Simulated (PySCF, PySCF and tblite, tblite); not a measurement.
# C₄H₅FO₃: conformers and averaged spectra, part 2 of 2

PySCF and tblite. Atoms count from 0. The steps go on from the part before.

## Step 6: Averages: properties at wB97X-D/pcSseg-1 in dichloromethane

Job settings and geometry (Å):

```
{"job": {"study": "conf", "smiles": "O=C1C[C@@H](F)OCO1", "search": {"seed": 7189, "n_embed": 60, "ff_keep": 14, "window": 1.0, "nmax": 10, "temps": [150, 220, 298.15, 450, 800], "t_ref": 298.15, "order": 0.001, "w0": 50.0}, "level": {"nmr": {"xc": "wB97X-D", "basis": "pcSseg-1", "solvent": "dichloromethane"}, "sp": {"xc": "B3LYP", "basis": "def2-SVP", "solvent": "dichloromethane"}, "j": {"xc": "B3LYP", "basis": {"default": "6-31G*", "H": "pcJ-1", "F": "pcJ-1"}, "nuclei": ["H", "F", "P", "Si", "B"]}}, "kind": "conf"}, "charge": 0, "multiplicity": 1}
O     -1.562554     1.773800     1.200410
C     -0.763011     1.109949     0.612931
C     -1.113615    -0.159792    -0.148034
C     -0.024948    -1.233975    -0.030519
F      0.139032    -1.819260    -1.277498
O      1.192254    -0.734615     0.384995
C      1.419624     0.566902    -0.060871
O      0.533460     1.470038     0.560680
H     -2.080405    -0.523872     0.194959
H     -1.208842     0.116169    -1.203616
H     -0.290566    -2.050730     0.650582
H      2.425971     0.848688     0.255369
H      1.329212     0.637184    -1.157116
```

What it wrote:

```text
conformer  sym    E(xTB)   E(DFT)   G(298.15 K)  weight  dipole/D
    1     C1      0.000    0.000    0.000   1.0000    2.697

mean shielding (ppm) by class
class atoms           150 K      220 K   298.15 K      450 K      800 K
  0 O  0            -94.926    -94.926    -94.926    -94.926    -94.926
  1 C  1             13.226     13.226     13.226     13.226     13.226
  2 C  2            144.889    144.889    144.889    144.889    144.889
  3 C  3              76.84      76.84      76.84      76.84      76.84
  4 F  4            319.629    319.629    319.629    319.629    319.629
  5 O  5            215.479    215.479    215.479    215.479    215.479
  6 C  6              96.29      96.29      96.29      96.29      96.29
  7 O  7             94.966     94.966     94.966     94.966     94.966
  8 H  8             28.346     28.346     28.346     28.346     28.346
  9 H  9             28.627     28.627     28.627     28.627     28.627
 10 H  10            25.522     25.522     25.522     25.522     25.522
 11 H  11            26.047     26.047     26.047     26.047     26.047
 12 H  12            25.841     25.841     25.841     25.841     25.841
```

Wall time 47 s (1 thread of Arm Neoverse V2, shared host). This counts the runs that the step sums up.

The search (ETKDG and KDG, MMFF94s, GFN2-xTB) embedded 60 structures, kept 3 distinct ones after the force field and 2 after xTB; 1 was carried on (window 1.0 kcal/mol at the search's own energies). Energies: B3LYP/def2-SVP in dichloromethane with D3(BJ).

The conformers at 298 K:

```csv
no.,group,mirror pair,ΔE xTB,ΔE DFT,ΔG,weight (%),μ (D),"A, B, C (GHz)"
1,C1,no,0.00,0.00,0.00,100.0,2.70,"3.95, 1.77, 1.35"
```

Energies in kcal/mol. ΔG holds xTB vibrations and rotation, symmetry numbers and mirror pairs.

Shifts against references run at the same level (1H TMS 31.81, 13C TMS 187.9 ppm of shielding), by class of atoms, at 298 K:

```csv
atoms,environment,average
C1,ester carbonyl carbon,174.6
C3,sp3 CH bonded to F and O,111.0
C6,sp3 carbon bearing two oxygens,91.6
C2,sp3 CH2 α to a carbonyl,43.0
H10,hydrogen on an sp3 CH bonded to F and O,6.29
H12,hydrogen on an sp3 carbon bearing two oxygens,5.97
H11,hydrogen on an sp3 carbon bearing two oxygens,5.76
H8,hydrogen on an sp3 CH2 α to a carbonyl,3.46
H9,hydrogen on an sp3 CH2 α to a carbonyl,3.18
O0,ester carbonyl oxygen,-94.9 (σ)
O7,ester alkoxy oxygen,95.0 (σ)
O5,ether oxygen,215.5 (σ)
F4,fluorine on an sp3 carbon,319.6 (σ)
```

Couplings (Hz, B3LYP/pcJ-1+6-31G*; one pair named for each class), from conformers that hold 100 % of the weight:

```csv
pair,bonds,average
F4–H10,2,64.8
H8–H9,2,-18.4
H11–H12,2,-7.9
F4–H9,3,29.5
H8–H10,3,7.9
F4–H8,3,5.8
H9–H10,3,4.3
F4–H12,4,2.2
H10–H12,4,-1.5
```

Effective distances for nuclear Overhauser effects, ⟨r⁻⁶⟩^(−1/6) over all pairs of two classes (Å): H8···H9 1.77; H11···H12 1.80; H8···H10 2.40; H9···H12 2.59; H9···H10 3.00; H10···H12 3.62; H8···H12 3.85; H9···H11 3.98.

## Step 7: Shieldings, conformer 1: BP86/def2-SVP

Job settings and geometry (Å):

```
{"job": {"xc": "BP86", "basis": "def2-SVP", "kind": "nmr", "pop": false}, "charge": 0, "multiplicity": 1}
O     -1.562554     1.773800     1.200410
C     -0.763011     1.109949     0.612931
C     -1.113615    -0.159792    -0.148034
C     -0.024948    -1.233975    -0.030519
F      0.139032    -1.819260    -1.277498
O      1.192254    -0.734615     0.384995
C      1.419624     0.566902    -0.060871
O      0.533460     1.470038     0.560680
H     -2.080405    -0.523872     0.194959
H     -1.208842     0.116169    -1.203616
H     -0.290566    -2.050730     0.650582
H      2.425971     0.848688     0.255369
H      1.329212     0.637184    -1.157116
```

What it wrote:

```text
coarse grid: 11792 points
cycle   1  E = -480.1964001270  dE =  1.385e+00  |g| = 1.220e+00  |ddm| = 4.006e+00
cycle   2  E = -478.8583772766  dE =  1.338e+00  |g| = 2.818e+00  |ddm| = 5.200e+00
cycle   3  E = -480.3863311755  dE = -1.528e+00  |g| = 6.356e-01  |ddm| = 4.496e+00
cycle   4  E = -480.4646845777  dE = -7.835e-02  |g| = 1.875e-01  |ddm| = 6.809e-01
cycle   5  E = -480.4698073213  dE = -5.123e-03  |g| = 8.361e-02  |ddm| = 1.992e-01
cycle   6  E = -480.4713034210  dE = -1.496e-03  |g| = 1.955e-02  |ddm| = 8.396e-02
cycle   7  E = -480.4713670768  dE = -6.366e-05  |g| = 8.363e-03  |ddm| = 1.993e-02
cycle   8  E = -480.4713805529  dE = -1.348e-05  |g| = 1.693e-03  |ddm| = 8.239e-03
cycle   9  E = -480.4713811133  dE = -5.604e-07  |g| = 6.610e-04  |ddm| = 2.377e-03
final grid: 116920 points
cycle  10  E = -480.5899174861  dE = -5.159e-05  |g| = 1.086e-02  |ddm| = 4.256e-02
cycle  11  E = -480.5898441359  dE =  7.335e-05  |g| = 2.230e-02  |ddm| = 2.768e-02
cycle  12  E = -480.5899363718  dE = -9.224e-05  |g| = 3.549e-03  |ddm| = 2.134e-02
cycle  13  E = -480.5899388016  dE = -2.430e-06  |g| = 8.117e-04  |ddm| = 3.414e-03
cycle  14  E = -480.5899388917  dE = -9.010e-08  |g| = 2.758e-04  |ddm| = 9.367e-04
cycle  15  E = -480.5899389244  dE = -3.272e-08  |g| = 5.267e-05  |ddm| = 2.749e-04
cycle  16  E = -480.5899389248  dE = -3.683e-10  |g| = 2.784e-05  |ddm| = 6.415e-05
converged SCF energy = -480.5899389248

GIAO shielding tensors (ppm)
atom      isotropic    diamagn.    paramagn.     s11        s22        s33       span
  0 O      -85.477     390.115    -475.592   -375.899   -180.969    300.437    676.337
  1 C       38.683     255.593    -216.910    -49.230     75.910     89.368    138.598
  2 C      153.084     258.623    -105.539    138.005    146.783    174.463     36.458
  3 C       85.507     246.927    -161.420     57.254     86.686    112.582     55.328
  4 F      314.270     471.309    -157.039    225.996    332.997    383.815    157.819
  5 O      214.667     395.931    -181.265    149.033    189.845    305.122    156.088
  6 C      105.572     247.524    -141.952     79.443    108.429    128.844     49.401
  7 O      106.248     399.399    -293.151    -76.976    135.251    260.469    337.445
  8 H       28.927      31.055      -2.128     25.620     28.345     32.817      7.197
  9 H       29.225      32.555      -3.330     26.653     28.509     32.513      5.860
 10 H       25.727      29.843      -4.116     23.332     24.391     29.458      6.126
 11 H       26.318      28.494      -2.176     21.885     25.894     31.176      9.291
 12 H       26.015      31.675      -5.660     22.757     25.565     29.723      6.966
```

Run time: 17 s. Hardware: 1 thread of Arm Neoverse V2, shared host; peak memory 0.6 GiB.

Key values: HOMO -6.46 eV, LUMO -1.17 eV; dipole 2.14 D.

## Step 8: The ensemble: properties at BP86/def2-SVP

Job settings and geometry (Å):

```
{"job": {"study": "conf", "smiles": "O=C1C[C@@H](F)OCO1", "search": {"seed": 7189, "n_embed": 60, "ff_keep": 14, "window": 1.0, "nmax": 10, "temps": [150, 220, 298.15, 450, 800], "t_ref": 298.15, "order": 0.001, "w0": 50.0}, "level": {"nmr": {"xc": "BP86", "basis": "def2-SVP"}, "change": "BP86/def2-SVP", "top": 4}, "kind": "conf"}, "charge": 0, "multiplicity": 1}
O     -1.562554     1.773800     1.200410
C     -0.763011     1.109949     0.612931
C     -1.113615    -0.159792    -0.148034
C     -0.024948    -1.233975    -0.030519
F      0.139032    -1.819260    -1.277498
O      1.192254    -0.734615     0.384995
C      1.419624     0.566902    -0.060871
O      0.533460     1.470038     0.560680
H     -2.080405    -0.523872     0.194959
H     -1.208842     0.116169    -1.203616
H     -0.290566    -2.050730     0.650582
H      2.425971     0.848688     0.255369
H      1.329212     0.637184    -1.157116
```

What it wrote:

```text
conformer  sym    E(xTB)   E(DFT)   G(298.15 K)  weight  dipole/D
    1     C1      0.000    0.000    0.000   1.0000    2.137

mean shielding (ppm) by class
class atoms           150 K      220 K   298.15 K      450 K      800 K
  0 O  0            -85.477    -85.477    -85.477    -85.477    -85.477
  1 C  1             38.683     38.683     38.683     38.683     38.683
  2 C  2            153.084    153.084    153.084    153.084    153.084
  3 C  3             85.507     85.507     85.507     85.507     85.507
  4 F  4            314.269    314.269    314.269    314.269    314.269
  5 O  5            214.667    214.667    214.667    214.667    214.667
  6 C  6            105.572    105.572    105.572    105.572    105.572
  7 O  7            106.248    106.248    106.248    106.248    106.248
  8 H  8             28.927     28.927     28.927     28.927     28.927
  9 H  9             29.225     29.225     29.225     29.225     29.225
 10 H  10            25.727     25.727     25.727     25.727     25.727
 11 H  11            26.318     26.318     26.318     26.318     26.318
 12 H  12            26.015     26.015     26.015     26.015     26.015
```

Wall time 17 s (1 thread of Arm Neoverse V2, shared host). This counts the runs that the step sums up.

Against the first level, at 298 K (shieldings, ppm; largest changes first):

```csv
atoms,wB97X-D/pcSseg-1 in dichloromethane,BP86/def2-SVP,change
C1,13.2,38.7,+25.5
O7,95.0,106.2,+11.3
O0,-94.9,-85.5,+9.4
C6,96.3,105.6,+9.3
C3,76.8,85.5,+8.7
C2,144.9,153.1,+8.2
F4,319.6,314.3,-5.4
O5,215.5,214.7,-0.8
H9,28.63,29.23,+0.60
H8,28.35,28.93,+0.58
```

Weights: from B3LYP/def2-SVP in dichloromethane energies 1: 100 %; from BP86/def2-SVP energies 1: 100 % (with a dispersion term where the level has one and the same thermal terms, so they don't follow from the SCF energies alone). Times: 47 s and 17 s.

## Step 9: What came out

This closing draws on all 2 parts.

```
                                                 quantity                                                 value
                                               conformers  1; the first in weight is no. 1 (C1), 100 % at 298 K
                                  root-mean-square dipole                                                2.70 D
averaged 13C shifts (wB97X-D/pcSseg-1 in dichloromethane)                          174.6, 111.0, 91.6, 43.0 ppm
 averaged 1H shifts (wB97X-D/pcSseg-1 in dichloromethane)                      6.29, 5.97, 5.76, 3.46, 3.18 ppm
```

In words: The search found one conformer in the window, so the averages are its own values. Going from wB97X-D/pcSseg-1 in dichloromethane to BP86/def2-SVP moves C1 most, by 25.5 ppm of raw shielding.
